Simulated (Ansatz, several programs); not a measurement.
Energy against volume for AgLaS2, ordered on the rocksalt lattice (Pmmn) with 8 atoms a cell, at fixed shape and fractional coordinates, computed by several methods (PBE and r2SCAN, where shown, with plane waves in Ansatz); the cell shown is that of r2SCAN. With free coordinates or axes held, a curve is too stiff, and on another method's shape its minimum isn't the method's own volume. It is orthorhombic, Pmmn (No. 59); conventional cell a = 4.295 Å, b = 5.581 Å, c = 7.777 Å, 23.30 Å³ an atom. Ag is surrounded by 6 S at 2.80–3.00 Å; S is surrounded by 4 Ag at 2.80–2.81 Å and 2 La at 2.81 Å; La is surrounded by 6 S at 2.81–2.99 Å; S is surrounded by 4 La at 2.86–2.99 Å and 2 Ag at 3.00 Å. No spin polarisation and no zero-point or thermal motion; the cell was built from a prototype and may be hypothetical. Energies count from each curve's lowest point; fits are third-order Birch-Murnaghan.

```cif
data_structure
_symmetry_space_group_name_H-M 'Pmmn:1'
_symmetry_Int_Tables_number 59
_cell_length_a 4.2950
_cell_length_b 5.5809
_cell_length_c 7.7772
_cell_angle_alpha 90.000
_cell_angle_beta 90.000
_cell_angle_gamma 90.000
_cell_volume 186.42
loop_
_atom_site_label
_atom_site_type_symbol
_atom_site_symmetry_multiplicity
_atom_site_Wyckoff_symbol
_atom_site_fract_x
_atom_site_fract_y
_atom_site_fract_z
_atom_site_occupancy
Ag1 Ag 2 a 0.00000 0.00000 0.86100 1
S1 S 2 b 0.00000 0.50000 0.90860 1
La1 La 2 a 0.00000 0.00000 0.32453 1
S2 S 2 b 0.00000 0.50000 0.40790 1
```

light PBE (260 eV, its own mesh), on the shape of the cell shown:
```
V (Å³/atom)  E (meV/atom)
     21.439         50.47
     22.371         21.57
     23.303          0.00
     24.235         15.97
     25.167         35.19
     26.099         64.55
```
The points scatter about a smooth fit, as a low cutoff and a light mesh can make them, so no fit is quoted.

r2SCAN, on the shape of its own relaxed cell:
```csv
V (Å³/atom),E (meV/atom)
21.905,21.22
22.604,5.01
23.303,0.00
24.002,4.55
24.701,17.26
```
V₀ = 23.30 Å³ an atom and B₀ = 73 GPa.

Q: PBE, on the shape of its own relaxed cell, gives

| V (Å³/atom) | E (meV/atom) |
| --- | --- |
| 21.985 | 20.08 |
| 22.686 | 4.78 |
| 23.388 | 0.00 |
| 24.090 | 4.18 |
| 24.791 | 15.99 |

What equilibrium volume and bulk modulus follow?

A: V₀ = 23.39 Å³ an atom and B₀ = 68 GPa.
